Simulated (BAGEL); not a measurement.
**CH4BFO (SMILES COBF): HF/STO-3G (density fitting with qzvpp-jkfit)**

What is the vertical singlet–triplet gap of CH4BFO at HF/STO-3G (density fitting with qzvpp-jkfit)? 

The results are computed with BAGEL 1.2.2.

5 further runs of the same task are left out: 3 that didn't finish, 2 set aside as unsound or not needed.

## (1) The system as given

CH4BFO: 8 atoms, total charge 0, spin state singlet. As SMILES, `COBF`. The shape is that of a PBE0-D4/def2-TZVP optimisation. This is one conformer, not always the lowest.

Bond lengths: C1–O2 1.413 Å, O2–B3 1.339 Å, B3–F4 1.325 Å, C1–H5 1.093 Å, C1–H6 1.091 Å, C1–H7 1.091 Å, B3–H8 1.199 Å. Angles: C1–O2–B3 121.8°, O2–B3–F4 117.6°, O2–C1–H5 111.6°, O2–C1–H6 108.9°, O2–C1–H7 108.9°, O2–B3–H8 123.0°, F4–B3–H8 119.3°, H5–C1–H6 109.3°, H5–C1–H7 109.3°, H6–C1–H7 108.8°.

## (2) A single-point energy at HF/STO-3G (density fitting with qzvpp-jkfit)

Contents of hf.json:

```json
{ "bagel" : [

{
  "title" : "molecule",
  "basis" : "sto-3g",
  "df_basis" : "qzvpp-jkfit",
  "angstrom" : "true",
  "geometry" : [
    { "atom" : "C", "xyz" : [      -0.192200,       1.053800,      -0.054400 ] },
    { "atom" : "O", "xyz" : [       0.124300,      -0.158000,      -0.708000 ] },
    { "atom" : "B", "xyz" : [       0.270900,      -1.305800,      -0.034500 ] },
    { "atom" : "F", "xyz" : [       0.567600,      -2.393000,      -0.730600 ] },
    { "atom" : "H", "xyz" : [      -0.296900,       0.914100,       1.025000 ] },
    { "atom" : "H", "xyz" : [      -1.128700,       1.440000,      -0.460100 ] },
    { "atom" : "H", "xyz" : [       0.601100,       1.777800,      -0.248400 ] },
    { "atom" : "H", "xyz" : [       0.145900,      -1.386100,       1.155100 ] }
  ]
},

{ "title" : "hf" },

{ "title" : "print", "file" : "orbitals.molden", "orbitals" : "true" }

]}
```

Started as:

```
$ BAGEL_NUM_THREADS=1 BAGEL hf.json > hf.out
```

The program printed:

```text
* using 1 threads per process

  ===============================================================
  ===============================================================

  *** Geometry ***

  { "atom" : "C", "xyz" : [     -0.363205,      1.991393,     -0.102801 ] },
  { "atom" : "O", "xyz" : [      0.234893,     -0.298577,     -1.337926 ] },
  { "atom" : "B", "xyz" : [      0.511927,     -2.467604,     -0.065196 ] },
  { "atom" : "F", "xyz" : [      1.072609,     -4.522115,     -1.380634 ] },
  { "atom" : "H", "xyz" : [     -0.561060,      1.727399,      1.936969 ] },
  { "atom" : "H", "xyz" : [     -2.132934,      2.721206,     -0.869463 ] },
  { "atom" : "H", "xyz" : [      1.135914,      3.359555,     -0.469408 ] },
  { "atom" : "H", "xyz" : [      0.275711,     -2.619349,      2.182823 ] },

  Number of auxiliary basis functions:      376

  Since a DF basis is specified, we compute 2- and 3-index integrals:
    o Being stored without compression. Storage requirement is 0.002 GB

  Number of basis functions:       24
  Number of electrons      :       32

    * METHOD: MOLECULE                             0.09

  *** RHF ***

  === Nuclear Repulsion ===
   113.0612883625

      * DIIS with orbital gradients will be used.

  === RHF iteration (sto-3g) ===
      0       -236.00651646          0.02184360           0.01
      1       -236.08536229          0.00587158           0.01
      2       -236.09076653          0.00118600           0.01
      3       -236.09111144          0.00022715           0.01
      4       -236.09112299          0.00005955           0.01
      5       -236.09112419          0.00001054           0.01
      6       -236.09112423          0.00000322           0.01
      7       -236.09112423          0.00000085           0.01
      8       -236.09112423          0.00000019           0.01
      9       -236.09112423          0.00000005           0.01
     10       -236.09112423          0.00000002           0.01
     11       -236.09112423          0.00000001           0.01
    * SCF iteration converged.

    * Permanent dipole moment:
           (    0.163362,    -0.595497,    -0.387644) a.u.

    * METHOD: HF                                   0.16

    * METHOD: PRINT                                0.00

  ===============================================================
```

Wall time 0.4 s (1 thread of Arm Neoverse V2, shared host).

## (3) The triplet, same level

Contents of job.json:

```json
{ "bagel": [

{
  "title": "molecule",
  "basis": "sto-3g",
  "df_basis": "qzvpp-jkfit",
  "angstrom": true,
  "geometry": [
    { "atom": "C", "xyz": [      -0.192200,       1.053800,      -0.054400 ] },
    { "atom": "O", "xyz": [       0.124300,      -0.158000,      -0.708000 ] },
    { "atom": "B", "xyz": [       0.270900,      -1.305800,      -0.034500 ] },
    { "atom": "F", "xyz": [       0.567600,      -2.393000,      -0.730600 ] },
    { "atom": "H", "xyz": [      -0.296900,       0.914100,       1.025000 ] },
    { "atom": "H", "xyz": [      -1.128700,       1.440000,      -0.460100 ] },
    { "atom": "H", "xyz": [       0.601100,       1.777800,      -0.248400 ] },
    { "atom": "H", "xyz": [       0.145900,      -1.386100,       1.155100 ] }
  ]
},

{ "title": "uhf", "nopen": 2 },

{ "title": "print", "file": "orbitals.molden", "orbitals": true }

]}
```

Started as:

```
$ BAGEL_NUM_THREADS=1 BAGEL job.json > job.out
```

The program printed:

```text
* using 1 threads per process

  ===============================================================
  ===============================================================

  *** Geometry ***

  { "atom" : "C", "xyz" : [     -0.363205,      1.991393,     -0.102801 ] },
  { "atom" : "O", "xyz" : [      0.234893,     -0.298577,     -1.337926 ] },
  { "atom" : "B", "xyz" : [      0.511927,     -2.467604,     -0.065196 ] },
  { "atom" : "F", "xyz" : [      1.072609,     -4.522115,     -1.380634 ] },
  { "atom" : "H", "xyz" : [     -0.561060,      1.727399,      1.936969 ] },
  { "atom" : "H", "xyz" : [     -2.132934,      2.721206,     -0.869463 ] },
  { "atom" : "H", "xyz" : [      1.135914,      3.359555,     -0.469408 ] },
  { "atom" : "H", "xyz" : [      0.275711,     -2.619349,      2.182823 ] },

  Number of auxiliary basis functions:      376

  Since a DF basis is specified, we compute 2- and 3-index integrals:
    o Being stored without compression. Storage requirement is 0.002 GB

  Number of basis functions:       24
  Number of electrons      :       32

    * METHOD: MOLECULE                             0.09

  *** Open-shell HF ***

  === Nuclear Repulsion ===
   113.0612883625

      * DIIS with orbital gradients will be used.

  === UHF iteration (sto-3g) ===
      0       -235.66399810          0.04515511           0.02
      1       -235.79586744          0.01563083           0.02
      2       -235.81404458          0.00593662           0.02
      3       -235.81781787          0.00257579           0.02
      4       -235.81878669          0.00054214           0.02
      5       -235.81886512          0.00033454           0.02
      6       -235.81889195          0.00018428           0.02
      7       -235.81890406          0.00005800           0.02
      8       -235.81890480          0.00000678           0.02
      9       -235.81890490          0.00000256           0.02
     10       -235.81890493          0.00000192           0.02
     11       -235.81890494          0.00000171           0.02
     12       -235.81890495          0.00000141           0.02
     13       -235.81890495          0.00000120           0.02
     14       -235.81890495          0.00000091           0.02
     15       -235.81890495          0.00000030           0.02
     16       -235.81890495          0.00000015           0.02
     17       -235.81890495          0.00000008           0.02
     18       -235.81890495          0.00000003           0.02
     19       -235.81890495          0.00000001           0.02
     20       -235.81890495          0.00000001           0.02
    * SCF iteration converged.

    * S^2 (UHF) is 2.0151

    * Permanent dipole moment:
           (    0.428058,    -2.300866,     0.214529) a.u.

    * METHOD: UHF                                  0.39

    * METHOD: PRINT                                0.00

  ===============================================================
```

Wall time 0.64 s (1 thread of Arm Neoverse V2, shared host).

## (4) Summary of results

At HF/STO-3G (density fitting with qzvpp-jkfit):

```
                                        quantity          value
                           singlet: total energy  -236.09112 Eh
                          singlet: dipole moment         1.85 D
                            singlet: HOMO energy      -10.27 eV
                            singlet: LUMO energy        9.20 eV
                          singlet: HOMO–LUMO gap       19.47 eV
                           triplet: total energy  -235.81890 Eh
                          triplet: dipole moment         5.97 D
                                   triplet: ⟨S²⟩          2.015
vertical energy of the triplet above the singlet       7.407 eV
```

**Reading.** At this shape the triplet lies 7.41 eV (171 kcal/mol) above the singlet. In a minimal basis such a difference can be off by several eV, whatever the method.
